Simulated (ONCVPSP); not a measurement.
# An ONCV potential for W, from input to tests

Do these settings give a usable potential? It is generated, then checked for transferability, scattering, ghosts and hardness.

The numbers are computed with ONCVPSP 4.0.1.1 (patched build) (PBE, scalar-relativistic, spin-unpolarised reference atom).

## 1. Starting point

The settings as typed:

```json
{
 "element": "tungsten (W, Z = 74)",
 "type": "optimised norm-conserving Vanderbilt (ONCV)",
 "frozen core": "[Kr] 4d10 4f14",
 "valence charge": "14",
 "reference configuration": "5s2 5p6 5d4 6s2",
 "partial waves": "5s+6s: rc 1.40 bohr, ncon 3, nbas 6, qcut 8 1/bohr, 2 projectors; 5p: rc 1.45 bohr, ncon 4, nbas 8, qcut 10.7 1/bohr, 2 projectors, debl 2.8 Ha; 5d: rc 2.65 bohr, ncon 4, nbas 8, qcut 5 1/bohr, 1 projector",
 "local potential": "polynomial inside 1.35 bohr (lpopt 4, dvloc0 3 Ha)",
 "core correction": "not asked for"
}
```

An earlier all-electron run gives the scale for the radii.

All-electron outer shells of the reference configuration (PBE, scalar-relativistic, ld1.x):

```csv
shell,level (eV),outermost node (bohr),outermost maximum (bohr)
5s,-79.07,0.53,0.96
5p,-43.20,0.57,1.09
4f,-33.21,–,0.43
6s,-5.71,1.28,2.67
5d,-4.48,0.63,1.49
6p,-1.36,1.54,3.75
```

## 2. Generation

The input, W.dat:

```
# ATOM AND REFERENCE CONFIGURATION
# atsym  z   nc   nv     iexc    psfile
  W 74.00   10    4        4      upf
#
#   n    l    f
    1    0    2.00
    2    0    2.00
    2    1    6.00
    3    0    2.00
    3    1    6.00
    3    2   10.00
    4    0    2.00
    4    1    6.00
    4    2   10.00
    4    3   14.00
    5    0    2.00
    5    1    6.00
    5    2    4.00
    6    0    2.00
#
# PSEUDOPOTENTIAL AND OPTIMIZATION
# lmax
    2
#
#   l,   rc,      ep,       ncon, nbas, qcut
    0    1.40    0.00    3    6    8.00
    1    1.45    0.00    4    8   10.70
    2    2.65    0.00    4    8    5.00
#
# LOCAL POTENTIAL
# lloc, lpopt,  rc(5),   dvloc0
    4    4    1.35    3.00
#
# VANDERBILT-KLEINMAN-BYLANDER PROJECTORs
# l, nproj, debl
    0    2    3.70
    1    2    2.80
    2    1    0.50
#
# MODEL CORE CHARGE
# icmod, fcfact, rcfact
    0    0.00    0.00
#
# LOG DERIVATIVE ANALYSIS
# epsh1, epsh2, depsh
   -4.00    5.00    0.02
#
# OUTPUT GRID
# rlmax, drl
    6.00    0.01
#
# TEST CONFIGURATIONS
# ncnf
    4
# nvcnf
#   n    l    f
    4
    5    0    2.00
    5    1    6.00
    5    2    4.00
    6    0    1.00
#
    4
    5    0    2.00
    5    1    6.00
    5    2    4.00
    6    0    0.00
#
    4
    5    0    2.00
    5    1    6.00
    5    2    3.00
    6    0    0.00
#
    5
    5    0    2.00
    5    1    6.00
    5    2    4.00
    6    0    0.00
    6    1    2.00
#
```

On the command line:

```
oncvpsp.x < W.dat > W.out
```

Q: Predict the outcome of this session. Wanted: cutoffs for 1 and 0.1 mHa per electron, occupied waves; bound ghosts; GHOST(+) flags; largest test error; largest phase difference near zero energy, channels read.

**Answer**, as computed:

| quantity | value |
| --- | --- |
| cutoffs for 1 and 0.1 mHa per electron, occupied waves | 35 Ha and 42 Ha |
| bound ghosts | d at -1554.62 eV |
| GHOST(+) flags | none at low energy |
| largest test error (AE − PS) | -18 meV, for 5s2 5p6 5d3 6s0 |
| largest phase difference near zero energy, channels read | 0.008 rad |

It has a bound ghost (d), a state that the atom doesn't have, and that rules the file out. The worst unpolarised test, 5s2 5p6 5d3 6s0, is off by 18 meV on 49.9 eV; by total energies transferability rates as good. Atomic tests can pass in spite of a ghost, since they solve only for the levels asked. The potential is of middling hardness: the looser tolerance needs 35 Ha. At the looser tolerance the 5p wave is the slowest; 5s needs 25 Ha. Near zero energy the phases of the channels with partial waves agree within 0.008 rad. Note that the frozen 4f shell (-33 eV) lies higher than the valence 5s shell (-79 eV). All of this concerns the isolated atom, not yet a solid.
